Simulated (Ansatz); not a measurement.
# Si3H6O: small, medium and large basis sets

An exercise on one series of results from a longer session: the logs are not shown, and one member is left open.

Computed with Ansatz 0.2.0, Gaussian basis. Level: one geometry, several basis sets.

Levels to be run: PBE0-D4/def2-SVP; ωB97M-V/def2-SVP; PBE0-D4/def2-QZVPP; ωB97M-V/def2-QZVPP; the functionals' def2-TZVPP values are taken from earlier runs.

## The geometry

An earlier PBE0-D4 in a triple-zeta def2 set relaxation fixed the geometry.

SMILES `O[SiH]1[SiH2][SiH2]1`, 10 atoms, charge 0, spin multiplicity 1.

Atoms are counted from 1 here; the program's logs count them from 0.

Bond lengths: O1–Si2 1.648 Å, O1–H5 0.959 Å, Si2–Si3 2.310 Å, Si2–Si4 2.324 Å, Si2–H6 1.489 Å, Si3–Si4 2.357 Å, Si3–H7 1.485 Å, Si3–H8 1.485 Å, Si4–H9 1.485 Å, Si4–H10 1.486 Å. Angles: Si2–O1–H5 116.8°, O1–Si2–Si3 123.6°, O1–Si2–Si4 126.3°, O1–Si2–H6 113.7°, Si3–Si2–Si4 61.1°, Si3–Si2–H6 111.5°, Si4–Si2–H6 110.4°, Si2–Si3–Si4 59.7°, Si2–Si3–H7 118.5°, Si2–Si3–H8 120.8°, Si4–Si3–H7 110.9°, Si4–Si3–H8 124.7°, H7–Si3–H8 112.6°, Si2–Si4–Si3 59.1°, Si2–Si4–H9 121.4°, Si2–Si4–H10 119.0°, Si3–Si4–H9 124.7°, Si3–Si4–H10 110.7° and more.

The first run:

Input file in.yaml:

```yaml
crystal:
  periodic: [false, false, false]
  atoms:
    - {symbol: O, position_ang: [-1.435380, 0.508550, -1.856921]}
    - {symbol: Si, position_ang: [-0.998930, 0.224473, -0.293486]}
    - {symbol: Si, position_ang: [0.432347, -1.472060, 0.346165]}
    - {symbol: Si, position_ang: [1.030769, 0.781216, 0.693083]}
    - {symbol: H, position_ang: [-1.445970, 1.423772, -2.143205]}
    - {symbol: H, position_ang: [-2.113708, 0.394562, 0.678650]}
    - {symbol: H, position_ang: [1.296688, -2.096423, -0.687286]}
    - {symbol: H, position_ang: [0.052893, -2.421322, 1.422955]}
    - {symbol: H, position_ang: [1.090352, 1.445733, 2.020269]}
    - {symbol: H, position_ang: [2.174039, 1.160299, -0.177223]}
basis:
  gaussian: {orbitals: def2-SVP}
hamiltonian: {xc: pbe0, dispersion: d4}
output: {orbitals: {seedname: orbitals}}
```

Command:

```
$ ansatz run in.yaml --threads 2 --pin off --events-out ev --progress --plain --max-ram 4352MiB
```

Steps of the session up to this table: PBE0-D4 in def2-SVP; ωB97M-V in def2-SVP; PBE0-D4 in def2-QZVPP; ωB97M-V in def2-QZVPP.

One of the session's tables, all rows but one given; the rest of the session is left out.

It belongs to the step «Functionals by basis». 

```
functional       basis  HOMO (eV)
   PBE0-D4    def2-SVP      -6.78
   PBE0-D4  def2-TZVPP      -6.77
   PBE0-D4  def2-QZVPP      -6.78
   ωB97M-V    def2-SVP          ?
   ωB97M-V  def2-TZVPP      -8.69
   ωB97M-V  def2-QZVPP      -8.70
```

Q: Estimate the row for ωB97M-V, def2-SVP from the others.

**Answer.** HOMO (eV): -8.66. In the column «HOMO (eV)» it lies between ωB97M-V, def2-TZVPP (-8.69) and PBE0-D4, def2-SVP (-6.78).
